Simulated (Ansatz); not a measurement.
# NaIr (CsCl type): a single-point run

Wanted: a converged single-point run for NaIr (CsCl type), and a check of what comes out. The structure is shown as the input types it.

Computed with Ansatz 0.2.0 (DFT, PBE, PAW with Ansatz's default frozen-core files, scalar-relativistic (as first typed), unless a step's input says otherwise).

### 1 Starting point

The structure is cubic, space group Pm-3m (No. 221). Conventional cell: a = 3.231 Å, b = 3.231 Å, c = 3.231 Å, α = 90.00°, β = 90.00°, γ = 90.00°. Around Na (site symmetry m-3m) lie 8 Ir at 2.80 Å. Ir (site symmetry m-3m) has 8 Na at 2.80 Å as nearest neighbours.

As a file:

```cif
data_structure
_symmetry_space_group_name_H-M 'P 1'
_symmetry_Int_Tables_number 1
_cell_length_a 3.2313
_cell_length_b 3.2313
_cell_length_c 3.2313
_cell_angle_alpha 90.000
_cell_angle_beta 90.000
_cell_angle_gamma 90.000
_cell_volume 33.74
loop_
_atom_site_label
_atom_site_type_symbol
_atom_site_fract_x
_atom_site_fract_y
_atom_site_fract_z
_atom_site_occupancy
Na1 Na 0.00000 0.00000 0.00000 1
Ir1 Ir 0.50000 0.50000 0.50000 1
```

### 2 The run

input.yaml reads:

```yaml
crystal:
  lattice:
    - [3.231263744, 0.0, 0.0]
    - [0.0, 3.231263744, 0.0]
    - [0.0, 0.0, 3.231263744]
  atoms:
    - { symbol: Na, position: [0.0, 0.0, 0.0] }
    - { symbol: Ir, position: [0.5, 0.5, 0.5] }
kpoints:
  mp_grid: { grid: [11, 11, 11] }
scf:
  occupations: { method: gaussian, width: 1.0 }
  max_iter: 80
hamiltonian:
  xc: pbe
  pseudopotentials: { kind: paw }
output:
  forces: true
  stress: true
  eigenvalues: true
  efg: { contact_densities: true }
  populations: true
```

Command:

```
ansatz run input.yaml --threads 1 --pin off --max-ram 2048MiB --backend cpu --events-out ev --progress --plain --runs-dir out
```

**Question.** How will this run end, and is anything wrong with its input?

The run converged and reported no error, with warnings (gradients without spin orbit). Convergence says nothing about whether the input makes sense.

In the input, scf.occupations.method is gaussian; scf.occupations.width is 1.0. A smearing of this width stands for electrons at many thousands of kelvin; it empties bonding states and fills antibonding ones.

The test: set scf.occupations.method to fermi_dirac and scf.occupations.width to 0.05.
